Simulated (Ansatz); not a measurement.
**CH3F2In: an energy map over two coordinates**

Aim: map the energy of CH3F2In, SMILES F[CH2][InH][F] over two coordinates, and find its wells, ridges and stiffness.

The runs use Ansatz 0.2.0; RKS CAM-B3LYP-D4/def2-SVP.

## Step 1: The system as given

SMILES `F[CH2][InH][F]`, 7 atoms, charge 0, spin multiplicity 1.

Atoms are counted from 1 here; the program's logs count them from 0.

Bond lengths: F1–C2 1.383 Å, C2–In3 2.202 Å, C2–H5 1.113 Å, C2–H6 1.113 Å, In3–F4 1.998 Å, In3–H7 1.733 Å. Angles: F1–C2–In3 112.2°, F1–C2–H5 110.1°, F1–C2–H6 110.1°, In3–C2–H5 108.0°, In3–C2–H6 108.1°, H5–C2–H6 108.2°, C2–In3–F4 108.7°, C2–In3–H7 140.2°, F4–In3–H7 111.1°.

Coordinates:

```mol
CH3F2In
  3D, bonds by distance, orders not assigned

  7  6  0  0  0  0  0  0  0  0999 V2000
    0.6744    1.7799    0.8538 F   0  0
   -0.2914    0.8257    0.5896 C   0  0
    0.4815   -0.8201   -0.6525 In  0  0
   -0.9930   -2.1306   -0.9694 F   0  0
   -1.1497    1.2883    0.0526 H   0  0
   -0.6711    0.3917    1.5421 H   0  0
    1.9493   -1.3349   -1.4161 H   0  0
  1  2  8  0
  2  3  8  0
  2  5  8  0
  2  6  8  0
  3  4  8  0
  3  7  8  0
M  END
```

This geometry comes from a loose relaxation at PBE in a small basis, which is not shown.

## Step 3: Setting up the map

The axes are (1) umbrella angle at In3 (between each of its bonds and their common axis; 90 is planar): 15 values from 66.0 to 114.0 °; (2) change of the bonds In3–C2, In3–F4, In3–H7, all alike: 15 values from −0.214 to 0.331 Å.

Nothing else is relaxed (all other coordinates rigid). Energies count from the relaxed molecule at the same level. Points are written as (first, second).

(The set-up runs are not shown.)

## Step 4: Grid point (114.0°, 0.136 Å)

Contents of input.yaml:

```yaml
crystal:
  periodic: [false, false, false]
  atoms:
    - { symbol: F, position_ang: [1.026106, 1.090519, 1.708497] }
    - { symbol: C, position_ang: [-0.025191, 0.290576, 1.316947] }
    - { symbol: In, position_ang: [0.461927, -0.822594, -0.641796] }
    - { symbol: F, position_ang: [-0.718273, -2.520839, -0.254289] }
    - { symbol: H, position_ang: [-0.92578, 0.91033, 1.174393] }
    - { symbol: H, position_ang: [-0.246391, -0.441148, 2.111386] }
    - { symbol: H, position_ang: [2.103495, -1.655131, -0.7567] }
basis:
  gaussian: { orbitals: def2-SVP }
hamiltonian:
  xc: { name: CAM-B3LYP }
  dispersion: d4
output:
  forces: true
```

On the command line:

```sh
$ ansatz run input.yaml --threads 1 --pin off --max-ram 2560MiB --backend cpu --events-out ev --progress --plain --runs-dir out
```

Further runs follow: the other points that were computed.

What does the calculation give? Wanted: lowest point; highest computed point; largest force on an atom.

The runs gave:

| quantity | value |
| --- | --- |
| lowest point | (90.0°, 0.019 Å), 0.8 kJ/mol |
| highest computed point | (66.0°, −0.214 Å), 269 kJ/mol above the lowest |
| largest force on an atom (eV/Å) | 0.4 at (90.0°, 0.019 Å) to 8.9 at (66.0°, −0.214 Å); 0.4 at the lowest point |
| time for the whole task | 8.8 min on 1 thread, shared host |

**Reading.** The lowest computed point is at (90.0°, 0.019 Å), 0.8 kJ/mol from the relaxed molecule at the same level. The grid is coarse, so the lowest point of the scanned range may lie between grid points; coordinates that were held can hide deeper minima. No other kind of well shows on this grid. The highest computed point, (66.0°, −0.214 Å), lies 269 kJ/mol above the lowest. Round the minimum the two coordinates are nearly uncoupled.
